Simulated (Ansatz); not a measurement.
SiF:

```xyz
2
Lattice="1.3386 0.7728 3.8983 -1.3386 0.7728 3.8983 0.0000 -1.5457 3.8983" Properties=species:S:1:pos:R:3 pbc="T T T"
Si    0.0000    0.0000    5.8475
F     0.0000    0.0000    0.0000
```

The cell was built by a generator and needn't be a form met in nature.

* Program: Ansatz 0.2.0
* Task: relaxation of cell and atoms
* Functional: PBEsol0
* Potentials or basis: Ansatz PAW
* Cutoff: 420 eV (not typed: the program's choice for these potentials)
* k mesh: 6 × 6 × 6
* Occupations: fermi-dirac, width 0.05 eV
* Spin: no spin polarisation

At the start: volume 12.10 Å³/atom.

Problem. Where does the relaxation end?

Solution. It ends after 7 steps and the volume is 11.33 Å³/atom (-6.4 %); space group R-3m (No. 166, to 0.05 Å).

The path:
```csv
step,energy change (eV),largest force (eV/Å),volume (Å³)
1,0.0000,0.0000,24.20
2,-0.0258,0.0000,23.10
3,-0.0302,0.0000,22.73
4,-0.0303,0.0000,22.71
5,-0.0286,0.0000,22.71
6,-0.0288,0.0000,22.66
7,-0.0287,0.0000,22.66
```

Final structure:
```xyz
2
Lattice="1.3059 0.7540 3.8354 -1.3059 0.7540 3.8354 0.0000 -1.5079 3.8354" Properties=species:S:1:pos:R:3 pbc="T T T"
Si    0.0000    0.0000    5.7532
F     0.0000    0.0000    0.0000
```

Caveat: the k mesh is coarse (spacing up to 0.46 Å⁻¹), so the values aren't converged, least of all with exact exchange; the plane-wave basis is chosen anew once the cell has moved, so the energies of steps on either side of that aren't comparable; the pressure holds a Pulay correction of +0.3 GPa for the finite cutoff; an odd number of electrons without spin polarisation forces a metal; a magnetic or distorted state may lie lower; the PAW data sets come from PBE, with cores solved anew for the run's functional, which leaves a small shift of forces and pressure.
